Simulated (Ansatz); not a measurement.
# TaO+ (singlet): wave-function methods side by side, def2-TZVPP

The task here is to estimate one member of a computed series from the others.

Method: def2-TZVPP, core rule «outside noble gas», up to 5 orbitals frozen; program: Ansatz 0.2.0, Gaussian basis.

The runs, in order: UHF; CCSD(T) on RHF; CCSD(T) on UHF; CCSDT(Q) on RHF; CCSDT(Q) on UHF; CASSCF and MRCISD+Q, 10 electrons in 10 orbitals; CASSCF and NEVPT2, 10 electrons in 10 orbitals.

5 further runs of the same task are left out: 2 for a known fault of the program, 3 set aside as unsound or not needed.

## The system

The geometry is a PBE0/def2-TZVP stationary point (not a proven minimum). No spin-orbit coupling is included. Elements past krypton take def2 core potentials.

2 atoms, charge 1, spin multiplicity 1.

Atoms are counted from 1 here; the program's logs count them from 0.

Bond lengths: Ta1–O2 1.652 Å.

The first run:

File in.yaml:

```yaml
crystal:
  periodic: [false, false, false]
  atoms:
    - {symbol: Ta, position_ang: [0.000000, 0.000000, 0.000000]}
    - {symbol: O, position_ang: [0.000000, 0.000000, 1.651800]}
basis:
  gaussian: {orbitals: def2-TZVPP}
total_charge: 1
magnetization: {spin_polarized: true, initial_magnetization: 0}
hamiltonian: {xc: hf}
output: {orbitals: {seedname: orbitals}}
```

Command:

```sh
ansatz run in.yaml --threads 1 --pin off --events-out ev --progress --plain --max-ram 4096MiB --backend cpu
```

Among the steps run: UHF; CCSD(T) on RHF; CCSD(T) on UHF; CCSDT(Q) on RHF; CCSDT(Q) on UHF; CASSCF and MRCISD+Q, 10 electrons in 10 orbitals; CASSCF and NEVPT2, 10 electrons in 10 orbitals.

One of the session's tables, all rows but one given; the rest of the session is left out.

It belongs to the step «Misses and costs». 

```
          method  from RCCSDT(Q) (kcal/mol)
             RHF                    +249.31
             UHF                    +221.14
            RMP2                          ?
            UMP2                      -3.76
           RCCSD                     +19.47
           UCCSD                      +8.74
        RCCSD(T)                      +0.63
        UCCSD(T)                      -6.75
          RCCSDT                      +0.45
          UCCSDT                      -6.94
       RCCSDT(Q)                          0
       UCCSDT(Q)                      -8.13
  CASSCF valence                    +133.96
  NEVPT2 valence                     +24.24
  MRCISD valence                      +8.08
MRCISD+Q valence                      +0.96
```

Estimate the missing values for RMP2.

The run gave: from RCCSDT(Q) (kcal/mol): +7.87. In the column «from RCCSDT(Q) (kcal/mol)» it lies between MRCISD+Q valence (+0.96) and MRCISD valence (+8.08).

The program flags UCCSD(T), UCCSDT(Q) as in doubt (see the logs), so those rows may rest on another solution; read them beside their warnings.

Caveats from the session: The determinant is far from a pure spin state, so its energy mixes those of several spin states (harmless only where they are near-degenerate, as at dissociation). The program flags UCCSD(T), UCCSDT(Q) as in doubt, so those rows may rest on another solution; read them beside their warnings. Warnings: restricted reference is unstable; spin contamination; large T1 diagnostic. Restricted and unrestricted rows rest on different reference determinants; where their highest levels disagree by more than a few hundredths of an eV, they describe different states and don't form one ladder.
